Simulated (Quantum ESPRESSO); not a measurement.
# Pd in Quantum ESPRESSO: further runs, part 2 of 2

Quantum ESPRESSO 7.5.

## (3) Work function, PBEsol

Input file pw.in:

```
&CONTROL
  calculation = 'scf'
  prefix = 'pwscf'
  outdir = './tmp'
  pseudo_dir = './pseudo'
  tprnfor = .true.
  disk_io = 'low'
/
&SYSTEM
  ibrav = 0
  celldm(1) = 8
  nat = 5
  ntyp = 1
  ecutwfc = 70
  nbnd = 58
  input_dft = 'pbesol'
  occupations = 'smearing'
  smearing = 'fd'
  degauss = 0.00367493
/
&ELECTRONS
  conv_thr = 5d-09
  electron_maxstep = 150
  mixing_beta = 0.3
  mixing_mode = 'local-TF'
/
ATOMIC_SPECIES
Pd   106.4200 Pd_ONCV_PBE-1.2.upf
CELL_PARAMETERS alat
  0.6497123980372   0.0000000000000   0.0000000000000
 -0.3248561990186   0.5626674418539  -0.0000000000000
  0.0000000000000   0.0000000000000   5.6651882900083
ATOMIC_POSITIONS crystal
Pd     0.6666666667    0.3333333333    0.3127200988
Pd     0.3333333333    0.6666666667    0.4063600494
Pd     0.0000000000    0.0000000000    0.5000000000
Pd     0.6666666667    0.3333333333    0.5936399506
Pd     0.3333333333    0.6666666667    0.6872799012
K_POINTS automatic
9 9 1 0 0 0
```

Input file pp_density.in:

```
&INPUTPP
  prefix = 'pwscf'
  outdir = './tmp'
  filplot = 'density.dat'
  plot_num = 0
/
&PLOT
  nfile = 1
  filepp(1) = 'density.dat'
  iflag = 3
  output_format = 6
  fileout = 'density.cube'
/
```

Input file pp_potential.in:

```
&INPUTPP
  prefix = 'pwscf'
  outdir = './tmp'
  filplot = 'potential.dat'
  plot_num = 11
/
&PLOT
  nfile = 1
  filepp(1) = 'potential.dat'
  iflag = 3
  output_format = 6
  fileout = 'potential.cube'
/
```

Input file pp_elf.in:

```
&INPUTPP
  prefix = 'pwscf'
  outdir = './tmp'
  filplot = 'elf.dat'
  plot_num = 8
/
&PLOT
  nfile = 1
  filepp(1) = 'elf.dat'
  iflag = 3
  output_format = 6
  fileout = 'elf.cube'
/
```

Potentials or basis: SG15 PBE 1.2.

Run with:

```console
OMP_NUM_THREADS=1 mpirun -n 2 pw.x -nk 2 -in pw.in > pw.out
OMP_NUM_THREADS=1 mpirun -n 1 pp.x -in pp_density.in > pp_density.out
OMP_NUM_THREADS=1 mpirun -n 1 pp.x -in pp_potential.in > pp_potential.out
OMP_NUM_THREADS=1 mpirun -n 1 pp.x -in pp_elf.in > pp_elf.out
```

pw.out:

```text
This program is part of the open-source Quantum ESPRESSO suite
     for quantum simulation of materials; please cite
         "P. Giannozzi et al., J. Phys.:Condens. Matter 21 395502 (2009);
         "P. Giannozzi et al., J. Phys.:Condens. Matter 29 465901 (2017);
         "P. Giannozzi et al., J. Chem. Phys. 152 154105 (2020);
     in publications or presentations arising from this work. More details at

     IMPORTANT: XC functional enforced from input :
     Exchange-correlation= PBESOL
                           (   1   4  10   8   0   0   0)
     Any further DFT definition will be discarded
     Please, verify this is what you really want

     Message from routine setup:
[... 7 lines left out ...]
     --------------------
     sticks:   dense  smooth     PW     G-vecs:    dense   smooth      PW
     Sum         511     511    163                83719    83719   13891

     Using Slab Decomposition

     bravais-lattice index     =            0
     lattice parameter (alat)  =       8.0000  a.u.
     unit-cell volume          =    1060.3696 (a.u.)^3
     number of atoms/cell      =            5
     number of atomic types    =            1
     number of electrons       =        90.00
     number of Kohn-Sham states=           58
     kinetic-energy cutoff     =      70.0000  Ry
     charge density cutoff     =     280.0000  Ry
     scf convergence threshold =      5.0E-09
     mixing beta               =       0.3000
     number of iterations used =            8  local-TF  mixing
     Exchange-correlation= PBESOL
                           (   1   4  10   8   0   0   0)

[... 74 lines left out ...]

     negative rho (up, down):  1.721E-07 0.000E+00
[... 129 lines left out ...]
     iteration # 17     ecut=    70.00 Ry     beta= 0.30
     Davidson diagonalization with overlap
     ethr =  1.98E-11,  avg # of iterations =  3.8

     End of self-consistent calculation

          k = 0.0000 0.0000 0.0000 ( 10345 PWs)   bands (ev):

   -77.8112 -77.7568 -77.7499 -77.3770 -77.3770 -43.5452 -43.3820 -43.2540
   -43.2314 -43.2314 -43.1787 -43.1787 -43.1702 -43.1702 -42.8791 -42.8791
   -42.8791 -42.8791 -42.7983 -42.7969  -0.4593   0.3887   1.1106   1.3991
     1.4877   3.5666   3.6553   3.6868   3.6868   3.7565   3.7565   3.8837
     3.8837   4.0813   4.1507   4.1507   4.1800   4.1800   5.2777   5.2777
     5.2801   5.4082   5.4082   5.7626   5.7626   6.2391   6.2391   6.4704
     6.4704   7.1550   7.8392  11.7094  12.1525  13.0638  14.6874  15.1811
    17.1876  17.8698
[... 113 lines left out ...]
   -77.7634 -77.7153 -77.7153 -77.3363 -77.3363 -43.4799 -43.4799 -43.4714
   -43.4034 -43.3965 -43.3965 -43.3059 -43.3059 -43.3023 -43.0991 -43.0988
   -43.0870 -43.0870 -42.7656 -42.7656   2.2765   2.2765   2.2917   2.6883
     2.7169   2.7169   2.8973   3.1446   3.1446   3.6207   3.7840   3.7840
     4.2269   4.2695   4.2793   4.2793   5.0497   5.0497   5.2593   5.3856
     6.0820   6.0820   6.2576   6.3306   6.3306  12.6601  12.6601  12.8263
    13.2203  13.5790  13.5790  14.5796  14.5796  15.1478  15.8145  15.8411
    15.8411  17.9477

     the Fermi energy is     6.5112 ev

!    total energy              =   -1265.74472761 Ry
     estimated scf accuracy    <          2.8E-09 Ry
     smearing contrib. (-TS)   =      -0.00770072 Ry
     internal energy E=F+TS    =   -1265.73702689 Ry

     The total energy is F=E-TS. E is the sum of the following terms:
     one-electron contribution =   -9911.70732203 Ry
     hartree contribution      =    4967.62271799 Ry
     xc contribution           =    -122.72662553 Ry
     ewald contribution        =    3801.07420268 Ry

     convergence has been achieved in  17 iterations

     Forces acting on atoms (cartesian axes, Ry/au):

     atom    1 type  1   force =     0.00000000    0.00000000    0.00354605
     atom    2 type  1   force =     0.00000000   -0.00000000    0.00342878
     atom    3 type  1   force =     0.00000000    0.00000000    0.00000000
     atom    4 type  1   force =    -0.00000000   -0.00000000   -0.00342878
     atom    5 type  1   force =     0.00000000    0.00000000   -0.00354605

     Total force =     0.006976     Total SCF correction =     0.000234

=------------------------------------------------------------------------------=
   JOB DONE.
=------------------------------------------------------------------------------=
```

pp_density.out:

```text
This program is part of the open-source Quantum ESPRESSO suite
     for quantum simulation of materials; please cite
         "P. Giannozzi et al., J. Phys.:Condens. Matter 21 395502 (2009);
         "P. Giannozzi et al., J. Phys.:Condens. Matter 29 465901 (2017);
         "P. Giannozzi et al., J. Chem. Phys. 152 154105 (2020);
     in publications or presentations arising from this work. More details at

     IMPORTANT: XC functional enforced from input :
     Exchange-correlation= PBESOL
                           (   1   4  10   8   0   0   0)
     Any further DFT definition will be discarded
     Please, verify this is what you really want

     G-vector sticks info
     --------------------
     sticks:   dense  smooth     PW     G-vecs:    dense   smooth      PW
     Sum         511     511    163                83719    83719   13891

     Using Slab Decomposition

     Calling punch_plot, plot_num =   0
     Writing data to file  density.dat
     Reading data from file  density.dat

     Writing data to be plotted to file density.cube
     Plot Type: 3D                     Output format: Gaussian cube

=------------------------------------------------------------------------------=
   JOB DONE.
=------------------------------------------------------------------------------=
```

It took 7.1 min on 2 MPI ranks of Intel Xeon at 2.50GHz (Skylake/Cascade Lake), shared host; peak memory 0.44 GiB.

What came out:

- Free energy: -17221.3343 eV
- Largest force: 0.091 eV/Å
- Band gap on the k mesh: none (metal or under the smearing width)
- Work function of the upper face: 5.38 eV
- Work function of the lower face: 5.38 eV

Forces in eV/Å, atoms in the order of the input:
```
Pd   0.000  0.000  0.091
Pd   0.000  0.000  0.088
Pd   0.000  0.000  0.000
Pd   0.000  0.000 -0.088
Pd   0.000  0.000 -0.091
```

Levels at points of the mesh, in eV from the Fermi level:
```csv
k point,band 41,band 42,band 43,band 44,band 45,band 46,band 47,band 48,band 49,band 50
"(0.00, 0.00, 0.00)",-1.23,-1.10,-1.10,-0.75,-0.75,-0.27,-0.27,-0.04,-0.04,0.64
```

Caveat: the potentials were made for another functional, which shifts forces and pressure.

## (4) Work function, PBE

pw.in, as its differences from that of step 3:

```diff
@@ -15,3 +15,2 @@
   nbnd = 58
-  input_dft = 'pbesol'
   occupations = 'smearing'
```

pp_density.in is that of step 3.

pp_potential.in is that of step 3.

pp_elf.in is that of step 3.

Potentials or basis: SG15 PBE 1.2.

Run with:

```console
OMP_NUM_THREADS=1 mpirun -n 2 pw.x -nk 2 -in pw.in > pw.out
OMP_NUM_THREADS=1 mpirun -n 1 pp.x -in pp_density.in > pp_density.out
OMP_NUM_THREADS=1 mpirun -n 1 pp.x -in pp_potential.in > pp_potential.out
OMP_NUM_THREADS=1 mpirun -n 1 pp.x -in pp_elf.in > pp_elf.out
```

pw.out:

```text
This program is part of the open-source Quantum ESPRESSO suite
     for quantum simulation of materials; please cite
[... 13 lines left out ...]
     --------------------
     sticks:   dense  smooth     PW     G-vecs:    dense   smooth      PW
     Sum         511     511    163                83719    83719   13891

     Using Slab Decomposition

     bravais-lattice index     =            0
     lattice parameter (alat)  =       8.0000  a.u.
     unit-cell volume          =    1060.3696 (a.u.)^3
     number of atoms/cell      =            5
     number of atomic types    =            1
     number of electrons       =        90.00
     number of Kohn-Sham states=           58
     kinetic-energy cutoff     =      70.0000  Ry
     charge density cutoff     =     280.0000  Ry
     scf convergence threshold =      5.0E-09
     mixing beta               =       0.3000
     number of iterations used =            8  local-TF  mixing
[... 221 lines left out ...]
    17.2237  17.9490
[... 113 lines left out ...]
   -77.5467 -77.5009 -77.5009 -77.1245 -77.1245 -43.3768 -43.3768 -43.3683
   -43.3018 -43.2949 -43.2949 -43.2052 -43.2052 -43.2002 -42.9996 -42.9993
   -42.9876 -42.9876 -42.6664 -42.6664   2.4427   2.4427   2.4612   2.8488
     2.8888   2.8888   3.0673   3.3156   3.3156   3.7850   3.9464   3.9464
     4.3745   4.4177   4.4177   4.4181   5.1746   5.1746   5.3823   5.5049
     6.1993   6.1993   6.3729   6.4457   6.4457  12.8787  12.8787  13.0435
    13.4209  13.7943  13.7943  14.7986  14.7986  15.3498  16.0060  16.0159
    16.0159  18.1251

     the Fermi energy is     6.6228 ev

!    total energy              =   -1266.87949726 Ry
     estimated scf accuracy    <          1.7E-09 Ry
     smearing contrib. (-TS)   =      -0.00784841 Ry
     internal energy E=F+TS    =   -1266.87164885 Ry

     The total energy is F=E-TS. E is the sum of the following terms:
     one-electron contribution =   -9913.25941936 Ry
     hartree contribution      =    4969.44742848 Ry
     xc contribution           =    -124.13386065 Ry
     ewald contribution        =    3801.07420268 Ry

     convergence has been achieved in  17 iterations

     Forces acting on atoms (cartesian axes, Ry/au):

     atom    1 type  1   force =     0.00000000   -0.00000000   -0.01231703
     atom    2 type  1   force =    -0.00000000    0.00000000    0.00327494
     atom    3 type  1   force =    -0.00000000    0.00000000    0.00000000
     atom    4 type  1   force =     0.00000000   -0.00000000   -0.00327494
     atom    5 type  1   force =    -0.00000000    0.00000000    0.01231703

     Total force =     0.018024     Total SCF correction =     0.000339

=------------------------------------------------------------------------------=
   JOB DONE.
=------------------------------------------------------------------------------=
```

pp_potential.out:

```text
This program is part of the open-source Quantum ESPRESSO suite
     for quantum simulation of materials; please cite
         "P. Giannozzi et al., J. Phys.:Condens. Matter 21 395502 (2009);
         "P. Giannozzi et al., J. Phys.:Condens. Matter 29 465901 (2017);
         "P. Giannozzi et al., J. Chem. Phys. 152 154105 (2020);
     in publications or presentations arising from this work. More details at

     IMPORTANT: XC functional enforced from input :
     Exchange-correlation= PBE
                           (   1   4   3   4   0   0   0)
     Any further DFT definition will be discarded
     Please, verify this is what you really want

     G-vector sticks info
     --------------------
     sticks:   dense  smooth     PW     G-vecs:    dense   smooth      PW
     Sum         511     511    163                83719    83719   13891

     Using Slab Decomposition

     Calling punch_plot, plot_num =  11
     Writing data to file  potential.dat
     Reading data from file  potential.dat

     Writing data to be plotted to file potential.cube
     Plot Type: 3D                     Output format: Gaussian cube

=------------------------------------------------------------------------------=
   JOB DONE.
=------------------------------------------------------------------------------=
```

Run time: 6 min. Hardware: 2 MPI ranks of Intel Xeon at 2.50GHz (Skylake/Cascade Lake), shared host; peak memory 0.44 GiB.

What came out:

| Property | Result |
| --- | --- |
| Free energy | -17236.7737 eV |
| Largest force | 0.317 eV/Å |
| Band gap on the k mesh | none (metal or under the smearing width) |
| Work function of the upper face | 5.25 eV |
| Work function of the lower face | 5.25 eV |

Forces on the atoms (eV/Å):
```
Pd   0.000  0.000 -0.317
Pd   0.000  0.000  0.084
Pd   0.000  0.000  0.000
Pd   0.000  0.000 -0.084
Pd   0.000  0.000  0.317
```

## (5) Summary

```csv
level,form of the LDA correlation,gap on the mesh (eV),largest force (eV/Å),work function (eV)
LDA,PZ81,none,0.34,5.68
PBEsol,-,none,0.09,5.38
PBE,-,none,0.32,5.25
```

Alike in all rows: task work function; potentials or basis SG15 PBE 1.2; no spin polarisation; cell as given; k mesh 9 × 9 × 1; cutoff (eV) 952; smearing fermi-dirac 0.05 eV.

Every run on the cell as given and a fine mesh finds a metal.

Caveats: the potentials were made for another functional, which shifts forces and pressure (some runs).

Absolute energies hang on the potentials; compare differences alone.
